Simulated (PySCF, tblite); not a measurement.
# C₇H₇O radical: geometry, infrared bands and EPR parameters

Aim: predict the infrared bands and EPR parameters of C₇H₇O radical (`C#C/C(=C\[C]=C)OC`).

The runs use tblite 0.8.0 and PySCF 2.14.0, with density-fitted response routines of our own; the level of theory stands in each step. All values are computed, except where a source is named. Atoms are numbered from 0 throughout.

## (1) The molecule as given

15 atoms, charge 0, multiplicity 2; geometry from: force field or distance geometry start.

Bonds of the start (Å): C0–C1 1.20, C1–C2 1.43, C2–C3 1.33, C3–C4 1.42, C4–C5 1.29, C2–O6 1.40, O6–C7 1.42, C0–H8 1.06, C3–H9 1.09, C5–H10 1.08, C5–H11 1.09, C7–H12 1.10, C7–H13 1.09, C7–H14 1.10.

## (2) Relaxing the molecule with GFN2-xTB

The job: settings as JSON, then the geometry in Å.

```
{"job": {"kind": "relax", "xc": "GFN2-xTB", "basis": "xTB"}, "charge": 0, "multiplicity": 2}
C     -0.048200     2.091000     0.680300
C     -0.206300     0.974000     0.274300
C     -0.362300    -0.373600    -0.185400
C      0.667000    -1.206700    -0.295400
C      2.009200    -0.890000     0.062300
C      3.230800    -0.594800     0.363200
O     -1.620700    -0.844800    -0.568400
C     -2.702500     0.069000    -0.448200
H      0.083500     3.086200     1.035200
H      0.481400    -2.222000    -0.647200
H      3.484000     0.391100     0.734500
H      4.021400    -1.332000     0.262000
H     -3.619700    -0.452200    -0.771600
H     -2.854700     0.371800     0.584800
H     -2.567300     0.940900    -1.102200
```

Launch:

```sh
> OMP_NUM_THREADS=1 python probes_run.py task.json out
```

This one command runs all jobs of the session in turn.

The log of the run:

```text
step      E/eV     max force
  0    -609.31220    2.287
  1    -609.35828    2.088
  2    -609.37890    1.879
  3    -609.39798    0.925
  4    -609.40773    0.358
  5    -609.41403    0.281
  6    -609.42031    0.174
  7    -609.42267    0.111
  8    -609.42406    0.104
  9    -609.42512    0.093
 10    -609.42567    0.065
 11    -609.42620    0.056
 12    -609.42680    0.067
 13    -609.42757    0.086
 14    -609.42865    0.106
 15    -609.43054    0.174
 16    -609.43424    0.270
 17    -609.43940    0.362
 18    -609.44701    0.340
 19    -609.45625    0.232
 20    -609.46048    0.283
 21    -609.46482    0.294
 22    -609.46737    0.240
 23    -609.47209    0.193
 24    -609.47595    0.169
 25    -609.48045    0.180
 26    -609.48418    0.188
 27    -609.48889    0.203
 28    -609.49414    0.237
 29    -609.50329    0.314
 30    -609.52094    0.463
 31    -609.55220    0.812
 32    -609.60209    1.039
 33    -609.69164    1.204
 34    -609.71150    1.695
 35    -609.88125    1.221
 36    -609.96287    1.277
 37    -610.04408    1.038
 38    -610.12001    0.654
 39    -610.17772    0.575
 40    -610.20809    0.800
 41    -610.24417    0.531
 42    -610.26235    0.315
 43    -610.27450    0.262
 44    -610.28631    0.462
 45    -610.29773    0.413
 46    -610.30545    0.204
 47    -610.31166    0.170
 48    -610.32037    0.367
 49    -610.33082    0.512
 50    -610.34035    0.438
 51    -610.34784    0.284
 52    -610.35488    0.328
 53    -610.36420    0.504
 54    -610.37772    0.583
 55    -610.39094    0.426
 56    -610.39962    0.228
 57    -610.40569    0.279
 58    -610.41096    0.350
 59    -610.41563    0.270
 60    -610.41769    0.294
 61    -610.42235    0.152
 62    -610.42499    0.157
 63    -610.42751    0.163
 64    -610.42904    0.112
 65    -610.43029    0.083
 66    -610.43126    0.107
 67    -610.43210    0.096
 68    -610.43290    0.072
 69    -610.43373    0.069
 70    -610.43441    0.080
 71    -610.43483    0.050
 72    -610.43508    0.043
 73    -610.43537    0.044
 74    -610.43581    0.081
 75    -610.43639    0.090
 76    -610.43690    0.056
 77    -610.43719    0.034
 78    -610.43736    0.030
 79    -610.43756    0.044
 80    -610.43783    0.043
 81    -610.43815    0.045
 82    -610.43845    0.039
 83    -610.43868    0.037
 84    -610.43887    0.037
 85    -610.43906    0.033
 86    -610.43925    0.028
 87    -610.43941    0.031
 88    -610.43951    0.026
 89    -610.43959    0.024
 90    -610.43969    0.031
 91    -610.43986    0.046
 92    -610.44011    0.070
 93    -610.44039    0.065
 94    -610.44057    0.033
 95    -610.44065    0.021
 96    -610.44072    0.022
 97    -610.44080    0.032
 98    -610.44088    0.029
 99    -610.44096    0.028
100    -610.44104    0.028
101    -610.44113    0.033
102    -610.44124    0.040
103    -610.44133    0.025
104    -610.44136    0.011
105    -610.44137    0.011
106    -610.44139    0.018
107    -610.44142    0.025
108    -610.44147    0.029
109    -610.44151    0.018
110    -610.44157    0.019
111    -610.44162    0.023
112    -610.44169    0.035
113    -610.44180    0.033
114    -610.44186    0.017
115    -610.44189    0.010
116    -610.44190    0.006
```

It took 1.4 s on 1 thread of AMD EPYC, shared host.

The steps of the relaxation: (not every step is listed)

```csv
step,energy from step 0 (eV),largest force (eV/Å)
0,0.0000,2.2874
1,-0.0461,2.0878
2,-0.0667,1.8793
3,-0.0858,0.9250
4,-0.0955,0.3578
5,-0.1018,0.2813
6,-0.1081,0.1743
7,-0.1105,0.1111
8,-0.1119,0.1044
18,-0.1348,0.3404
28,-0.1819,0.2370
38,-0.8078,0.6542
48,-1.0082,0.3671
58,-1.0988,0.3497
68,-1.1207,0.0716
78,-1.1252,0.0299
88,-1.1273,0.0255
98,-1.1287,0.0294
108,-1.1293,0.0293
111,-1.1294,0.0230
112,-1.1295,0.0346
113,-1.1296,0.0329
114,-1.1297,0.0175
115,-1.1297,0.0102
116,-1.1297,0.0061
```

Close pairs (by a distance rule), those that changed most:

```csv
bond,before (Å),after (Å),change (Å)
C3–C4,1.425,1.325,-0.100
C2–C3,1.329,1.413,+0.084
C1–C2,1.432,1.387,-0.045
C2–O6,1.397,1.371,-0.026
O6–C7,1.421,1.403,-0.019
C0–H8,1.065,1.048,-0.017
C7–H12,1.103,1.089,-0.015
C0–C1,1.199,1.210,+0.011
```

The end geometry stands in the next job.

## (3) Harmonic vibrations with GFN2-xTB

The job: settings as JSON, then the geometry in Å.

```
{"job": {"kind": "ir", "xc": "GFN2-xTB", "basis": "xTB"}, "charge": 0, "multiplicity": 2}
C     -0.098397     2.180071     0.503610
C     -0.214071     1.012207     0.207410
C     -0.372366    -0.323045    -0.133953
C      0.713942    -1.226366    -0.167697
C      1.973089    -0.916717     0.105641
C      3.204120    -0.631466     0.364642
O     -1.597810    -0.845026    -0.458278
C     -2.685200     0.040515    -0.433555
H      0.031312     3.186871     0.765073
H      0.466857    -2.244757    -0.441694
H      3.616536    -0.705131     1.361726
H      3.893598    -0.302369    -0.400991
H     -3.559425    -0.543853    -0.715995
H     -2.830968     0.464327     0.565992
H     -2.545629     0.862728    -1.143841
```

The log of the run:

```text
mode    cm-1     km/mol
  1      75.0      3.47
  2      87.8      0.29
  3     127.2      1.51
  4     150.0      0.92
  5     166.1      1.38
  6     231.9      0.55
  7     263.0      1.68
  8     263.8      5.67
  9     375.6      1.19
 10     383.3      2.71
 11     450.7      0.14
 12     503.3      5.06
 13     566.2     15.99
 14     590.2     11.13
 15     692.3      5.01
 16     782.2     29.71
 17     845.1     18.81
 18     859.8     31.36
 19     955.3      0.48
 20    1043.6     13.39
 21    1094.0      3.47
 22    1128.4      1.97
 23    1153.7     11.32
 24    1202.5    223.31
 25    1332.8     24.42
 26    1341.4    147.74
 27    1407.9      2.90
 28    1428.1     16.40
 29    1460.1      5.80
 30    1478.5     10.93
 31    2002.7    109.57
 32    2164.8     51.22
 33    2927.1     40.25
 34    2947.3     34.49
 35    3018.7     19.22
 36    3028.7     48.03
 37    3029.6     14.03
 38    3039.8     12.11
 39    3396.9     10.45
```

Run time: 0.83 s. Hardware: 1 thread of AMD EPYC, shared host.

Which atoms move in the most intense modes:

| cm⁻¹ | km/mol | atoms |
| --- | --- | --- |
| 860 | 31.4 | H11 36 %, H10 35 %, C5 18 % |
| 1202 | 223.3 | O6 28 %, C2 26 %, H9 20 %, C3 11 % |
| 1341 | 147.7 | C2 28 %, C3 16 %, H10 15 %, H11 15 % |
| 2003 | 109.6 | C4 67 %, C5 21 % |
| 2165 | 51.2 | C1 59 %, C0 31 % |
| 2927 | 40.2 | H14 46 %, H13 45 % |
| 2947 | 34.5 | H13 49 %, H14 47 % |
| 3029 | 48.0 | H10 52 %, H11 42 % |

## (4) g tensor and hyperfine couplings: B3LYP/pcH-1

Settings changed since step 3:

```diff
@@ -1,2 +1,2 @@
-{"job": {"kind": "ir", "xc": "GFN2-xTB", "basis": "xTB"}, "charge": 0, "multiplicity": 2}
+{"job": {"kind": "epr", "basis": "pcH-1"}, "charge": 0, "multiplicity": 2}
 C     -0.098397     2.180071     0.503610
```

Method: UKS B3LYP, pcH-1 on C H O, non-relativistic, mean-field spin-orbit, GIAO.

The log of the run:

```text
UKS, coarse grid
  cycle   1  E = -345.94785745  |g| = 4.48e-01
  cycle   2  E = -345.88655474  |g| = 6.24e-01
  cycle   3  E = -346.02525287  |g| = 1.21e-01
  cycle   4  E = -346.03089558  |g| = 3.91e-02
  cycle   5  E = -346.03141952  |g| = 2.63e-02
  cycle   6  E = -346.03176702  |g| = 8.18e-03
  cycle   7  E = -346.03181911  |g| = 4.53e-03
  cycle   8  E = -346.03184078  |g| = 2.38e-03
  cycle   9  E = -346.03184716  |g| = 1.23e-03
  cycle  10  E = -346.03184876  |g| = 4.01e-04
UKS, final grid
  cycle   1  E = -346.03183967  |g| = 4.41e-04
  cycle   2  E = -346.03183959  |g| = 7.48e-04
  cycle   3  E = -346.03183988  |g| = 1.29e-04
  cycle   4  E = -346.03183990  |g| = 1.24e-04
  cycle   5  E = -346.03183993  |g| = 8.14e-05
  cycle   6  E = -346.03183993  |g| = 1.58e-05
E = -346.03183993 Eh   <S^2> = 0.7743 (exact 0.7500)
g shifts (ppm)      1          2          3
  rmc          -179       -179       -179
  gc             -5         43         38
  oz_so         -21        542       1784
  total        -205        407       1642
hyperfine (MHz)  atom isotope    a_iso     a_fc   dipolar eigenvalues
    0   13C      29.87      29.87    -29.54    -22.19     51.73
    1   13C     -48.34     -48.34    -14.65     -0.59     15.24
    2   13C      53.67      53.67    -47.81    -47.04     94.84
    3   13C     -41.43     -41.43    -22.18      8.98     13.19
    4   13C      34.16      34.16    -35.95    -26.41     62.35
    5   13C     -27.43     -27.43     -6.80      1.71      5.10
    6   17O     -16.47     -16.47    -49.14     23.18     25.97
    7   13C      -4.25      -4.25     -1.14     -0.46      1.60
    8    1H     -28.52     -28.52    -13.51     -0.67     14.18
    9    1H      12.16      12.16     -4.23     -1.57      5.80
   10    1H      73.91      73.91     -2.02     -1.74      3.76
   11    1H      74.04      74.04     -2.01     -1.74      3.75
   12    1H      -1.40      -1.40     -2.03     -1.86      3.89
   13    1H      11.94      11.94     -2.54     -1.41      3.96
   14    1H      11.89      11.89     -2.55     -1.42      3.96
```

Wall time 99 s (1 thread of AMD EPYC, shared host); peak memory 0.97 GiB.

Principal g values 2.00211, 2.00273, 2.00396; g(iso) = 2.00293, against 2.00232 for a free electron.

Mean a(iso) over the nuclei that a row names, and the largest dipolar term of the row (other rows stand at the frozen geometry):

```
       nuclei  isotope  a(iso) (MHz)  a(iso) (G, at g = 2.0023)  largest dipolar term (MHz)
     H10, H11       1H          74.0                       26.4                         3.8
           C2      13C          53.7                       19.2                        94.8
           C1      13C         -48.3                      -17.2                        15.2
           C3      13C         -41.4                      -14.8                       -22.2
           C4      13C          34.2                       12.2                        62.4
           C0      13C          29.9                       10.7                        51.7
           H8       1H         -28.5                      -10.2                        14.2
           C5      13C         -27.4                       -9.8                        -6.8
           O6      17O         -16.5                       -5.9                       -49.1
           H9       1H          12.2                        4.3                         5.8
H12, H13, H14       1H           7.5                        2.7                         4.0
           C7      13C          -4.3                       -1.5                         1.6
```

Mulliken spin populations:

C0 0.37; C1 -0.17; C2 0.52; C3 -0.20; C4 0.40; C5 -0.08; O6 0.10; C7 -0.01; H8 -0.02; H9 0.01; H10 0.03; H11 0.03; H12 0.00; H13 0.01; H14 0.01

In first order the couplings over 0.8 MHz of 1H give 48 distinct lines over 75.3 G, if the averaged nuclei exchange fast.

Orbitals, density, ELF and potential are computed afterwards from the orbital file.

ELF in a plane through or near 11 of the atoms.

Ten even steps from '0' (0.00) to '9' (1.00):
```
0000000000000000000000000000
0000000000000000000000000000
0000000000000011000000000000
0000000000001899710000000000
0000000000003999820000000000
0000000000014789731000000000
0000000000036681651000000000
0000001220027888860000000000
0000024576104662610220000000
0000253288400598304752000000
0000251381554672444725310000
0000246882834937637499981000
0000146763467604884199991000
0000013210599901772029830000
0000000000699900110000000000
0000000000168600000000000000
0000000000000000000000000000
0000000000000000000000000000
0000000000000000000000000000
0000000000000000000000000000
```
The map spans 12.8 Å across and 11.7 Å up, centred on the molecule. Atoms in the plane (x, y in Å): C0 (0.4, 2.2), C1 (0.4, 1.0), C2 (0.3, -0.4), C3 (-0.9, -1.1), C4 (-2.1, -0.6), C5 (-3.3, -0.1), O6 (1.5, -1.1), C7 (2.7, -0.4), H8 (0.4, 3.3), H9 (-0.8, -2.2), H12 (3.5, -1.2).

log10 of the density (e/Å³) in the same plane.

Values, 10 rows by 14 columns:
```
-4.0 -4.0 -4.0 -4.0 -4.0 -4.0 -4.0 -4.0 -4.0 -4.0 -4.0 -4.0 -4.0 -4.0
-4.0 -4.0 -4.0 -4.0 -4.0 -4.0 -3.2 -2.5 -2.8 -4.0 -4.0 -4.0 -4.0 -4.0
-4.0 -4.0 -4.0 -4.0 -4.0 -2.8 -1.5  0.1 -0.9 -2.5 -3.9 -4.0 -4.0 -4.0
-4.0 -4.0 -3.3 -2.7 -2.7 -2.1 -0.8  1.6 -0.3 -1.8 -2.9 -3.9 -4.0 -4.0
-4.0 -2.8 -1.5 -0.6 -0.8 -1.4 -0.8  1.7 -0.3 -1.1 -1.1 -2.2 -3.6 -4.0
-4.0 -2.5 -1.0  0.5  0.4  0.1 -0.2  2.0 -0.1  0.1  0.3 -1.2 -2.6 -4.0
-4.0 -3.2 -2.1 -1.3 -0.8 -0.3  0.3 -0.8  0.4 -0.3 -0.5 -1.0 -2.5 -4.0
-4.0 -4.0 -3.7 -2.9 -2.5 -1.4 -0.7 -1.8 -1.9 -2.2 -2.6 -2.9 -3.8 -4.0
-4.0 -4.0 -4.0 -4.0 -4.0 -3.3 -3.0 -3.5 -4.0 -4.0 -4.0 -4.0 -4.0 -4.0
-4.0 -4.0 -4.0 -4.0 -4.0 -4.0 -4.0 -4.0 -4.0 -4.0 -4.0 -4.0 -4.0 -4.0
```
The map spans 12.8 Å across and 11.7 Å up, centred on the molecule. Atoms in the plane (x, y in Å): C0 (0.4, 2.2), C1 (0.4, 1.0), C2 (0.3, -0.4), C3 (-0.9, -1.1), C4 (-2.1, -0.6), C5 (-3.3, -0.1), O6 (1.5, -1.1), C7 (2.7, -0.4), H8 (0.4, 3.3), H9 (-0.8, -2.2), H12 (3.5, -1.2).

On the surface of density 0.002 e/bohr³ the electrostatic potential runs, from the 1st to the 99th percentile, from -0.98 V near O6 to 1.42 V near H8.

The spin density lies nearest to C2 27 %; C0, C4 about 19 % each; O6 9 %; C1, C3 about 7 % each (beta excess).

## (5) What came out

```
                                 quantity                     value
strongest single infrared mode (GFN2-xTB)     1202 cm⁻¹, 223 km/mol
             zero-point energy (GFN2-xTB)             68.6 kcal/mol
                           g(iso) (B3LYP)                   2.00293
                                     ⟨S²⟩        0.774 (exact 0.75)
       largest a(iso) (averaged by class)  1H on H10, H11, 74.0 MHz
    surface potential, 1st and 99th percentile        -0.98 V and 1.42 V
```

What this shows: The optimisation took 116 steps and gained 1.130 eV; among the close pairs (by a distance rule), C3–C4 changed most, from 1.425 to 1.325 Å. All 39 modes are real, so the xTB geometry is a minimum. The strongest single mode, at 1202 cm⁻¹, is spread over several atoms, O6, C2, H9, C3 among them. GFN2-xTB is a fitted tight-binding method: band positions and strengths are rough. Its intensities can rank the bands wrongly. The largest spin populations lie on C2 (0.52 e), C4 (0.40 e), C0 (0.37 e). The isotropic g lies 0.6 ppt above the free-electron value.
